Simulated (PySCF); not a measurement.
# C8H11N: the cost of one run

Programs: PySCF 2.14.0, with routines of our own; each step states its level. All values are computed. Atoms count from 0.

## (1) The starting structure

20 atoms, charge 0, multiplicity 1; geometry from: GFN2-xTB.

## (2) Magnetic properties: GIAO B3LYP/pcSseg-1

The job: settings as JSON, then the geometry in Å.

```
{"job": {"kind": "mag", "xc": "B3LYP", "basis": "pcSseg-1", "isotopologues": 0}, "charge": 0, "multiplicity": 1}
C      2.744899     1.843099     0.150224
C      2.406176     0.706323     0.306885
C      1.978042    -0.672167     0.467979
C      1.252839    -1.141425    -0.767783
C     -0.019667    -0.907030    -1.042114
C     -0.979827    -0.141738    -0.172874
C     -1.809341    -1.122019     0.667319
N     -1.878777     0.566758    -1.044956
C     -1.930323     1.813859    -1.017041
H      3.052121     2.837851     0.023440
H      2.859185    -1.295597     0.642252
H      1.330915    -0.739372     1.346757
H      1.854555    -1.691243    -1.478184
H     -0.460712    -1.282331    -1.954388
H     -0.431930     0.551022     0.489004
H     -2.507221    -0.577591     1.299427
H     -2.373092    -1.776679     0.008592
H     -1.155682    -1.723618     1.294076
H     -2.614385     2.317410    -1.684965
H     -1.322923     2.445168    -0.356079
```

Method: GIAO B3LYP/pcSseg-1 magnetisability, rotational g tensor and spin-rotation constants, non-relativistic, gas phase.

Run with:

```sh
$ OMP_NUM_THREADS=1 python excited_run.py task.json out
```

The driver reads the jobs from task.json and runs them one after another.

**Question.** How long does this first job take on 1 thread of Arm Neoverse V2, shared host, and how much memory does it need?

About 47 s, with a peak of 1.1 GiB.
